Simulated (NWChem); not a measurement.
# InH2BrO (SMILES [OH][InH][Br]) at MN12-L/6-31G(d)/LANL2DZ (core potential, Cartesian functions)

What is the energy difference between two shapes of InH2BrO at MN12-L/6-31G*/LANL2DZ (core potential, Cartesian functions)? 

The results are computed with NWChem 7.3.0.

3 further runs of the same task are left out: 3 set aside as unsound or not needed.

## (1) The molecule

The species is InH2BrO (5 atoms), meant as a singlet with charge 0. SMILES: `[OH][InH][Br]`. Geometry: relaxed at PBE0-D4/def2-TZVP. This is one conformer, not always the lowest.

Bond lengths: O1–In2 1.973 Å, In2–Br3 2.454 Å, O1–H4 0.960 Å, In2–H5 1.701 Å. Angles: O1–In2–Br3 109.4°, O1–In2–H5 127.1°, Br3–In2–H5 123.4°, In2–O1–H4 113.2°.

## (2) Energy and gradient at MN12-L/6-31G(d)/LANL2DZ (core potential, Cartesian functions)

brh2ino.nw

```
start brh2ino
title "BrH2InO MN12-L"
memory 2200 mb

geometry units atomic noautosym nocenter noautoz
 O     -2.47365150    -1.00004307    -0.80823586
 In     0.84716422     0.33372563     0.23716063
 Br     3.32705182    -3.06343502     2.19000361
 H     -3.53359888     0.25001077    -1.58812584
 H      1.92714270     3.34046887    -0.10922617
end

basis "ao basis" cartesian
 * library 6-31G* except Br In
 Br library "lanl2dz ecp"
 In library "lanl2dz ecp"
end

ecp
 In library "lanl2dz ecp"
 Br library "lanl2dz ecp"
end

dft
 xc mn12-l
 grid xfine
 maxiter 200
 noprint "final vectors analysis"
end

task dft gradient
```

The run is started by

```sh
$ nwchem brh2ino.nw > brh2ino.out
```

The program printed:

```text
[...]
          Wavefunction type:  closed shell.
          No. of atoms     :     5
          No. of electrons :    20
[...]
          Charge           :     0
          Spin multiplicity:     1
[...]
          AO basis - number of functions:    35
[...]
              XC Information
              --------------
                       MN12-L Method XC Functional
                        MN12-L Exchange Functional  1.000
                      MN12-L Correlation Potential  1.000
[...]
 d= 0,ls=0.0,diis     1    -91.2622489523 -1.20D+02  7.30D-02  6.90D-01     2.3
[...]
 d= 0,ls=0.0,diis     9    -91.3539869703 -1.46D-07  8.51D-06  8.86D-08    13.9
         Total DFT energy =      -91.353986970276
      One electron energy =     -185.876130971541
           Coulomb energy =       78.542847291151
    Exchange-Corr. energy =      -12.409388758704
 Nuclear repulsion energy =       28.388685468817
[...]
  wavefunction    = closed shell
[...]
                         DFT ENERGY GRADIENTS
    atom               coordinates                        gradient
                 x          y          z           x          y          z
   1 O      -2.473652  -1.000043  -0.808236   -0.024949  -0.010185  -0.007813
   2 In      0.847164   0.333726   0.237161    0.030648  -0.002036   0.013474
   3 Br      3.327052  -3.063435   2.190004   -0.008918   0.010205  -0.006484
   4 H      -3.533599   0.250011  -1.588126    0.002932  -0.000527   0.001380
   5 H       1.927143   3.340469  -0.109226    0.000286   0.002543  -0.000557
[...]
```

Run time: 18 s. Hardware: 1 thread of Intel Xeon Platinum 8259CL at 2.50GHz (Skylake/Cascade Lake), shared host; peak memory 0.13 GiB.

## (3) The distorted shape at the same level

brh2ino.nw

```
start brh2ino
title "BrH2InO"
memory total 2200 mb

geometry units bohr noautosym nocenter noautoz
  O     -2.43353828    -0.99122938    -0.80442996
  In     0.87271710     0.34186657     0.17287215
  Br     3.32137508    -3.04442627     2.22765073
  H     -3.51091650     0.21201971    -1.54146283
  H      1.94670137     3.32531894    -0.12909853
end

basis "ao basis" cartesian
  * library 6-31G* except Br In
  Br library "lanl2dz ecp"
  In library "lanl2dz ecp"
end

ecp
  In library "lanl2dz ecp"
  Br library "lanl2dz ecp"
end

dft
  xc mn12-l
  grid xfine
  maxiter 200
  print low
end

task dft gradient
```

The run is started by

```sh
$ nwchem brh2ino.nw > brh2ino.out
```

The program printed:

```text
[...]
 d= 0,ls=0.0,diis     1    -91.2635775550 -1.20D+02  7.06D-02  6.89D-01     2.0
[...]
 d= 0,ls=0.0,diis     9    -91.3544362131 -1.16D-07  7.17D-06  5.95D-08    14.5
         Total DFT energy =      -91.354436213062
      One electron energy =     -186.240717237012
           Coulomb energy =       78.727988636733
    Exchange-Corr. energy =      -12.425463673018
 Nuclear repulsion energy =       28.583756060235
[...]
                         DFT ENERGY GRADIENTS
    atom               coordinates                        gradient
                 x          y          z           x          y          z
   1 O      -2.433538  -0.991229  -0.804430   -0.036127   0.006654  -0.015725
   2 In      0.872717   0.341867   0.172872    0.027503   0.001435   0.009255
   3 Br      3.321375  -3.044426   2.227651   -0.007903   0.008659  -0.005407
   4 H      -3.510917   0.212020  -1.541463    0.017553  -0.016191   0.011401
   5 H       1.946701   3.325319  -0.129099   -0.001026  -0.000557   0.000477
 Task  times  cpu:       17.8s     wall:       17.8s
 Total times  cpu:       17.9s     wall:       17.9s
```

Run time: 19 s. Hardware: 1 thread of Intel Xeon Platinum 8259CL at 2.50GHz (Skylake/Cascade Lake), shared host; peak memory 0.13 GiB.

## (4) Outcome

Level: MN12-L/6-31G*/LANL2DZ (core potential, Cartesian functions).

| quantity | value |
| --- | --- |
| first shape: total energy | -91.35399 Eh |
| first shape: dipole moment | 3.99 D |
| first shape: largest force on an atom | 1.725 eV/Å |
| distorted shape: total energy | -91.35444 Eh |
| distorted shape: largest force on an atom | 2.055 eV/Å |
| energy change with the atoms displaced | -0.012 eV |

**Reading.** With the atoms displaced the energy falls by 0.01 eV (1.2 kJ/mol). The first shape isn't relaxed at this level, so the change isn't measured from a minimum. The largest force (first shape) is 1.72 eV/Å: the shape isn't a stationary point for this species at this level.
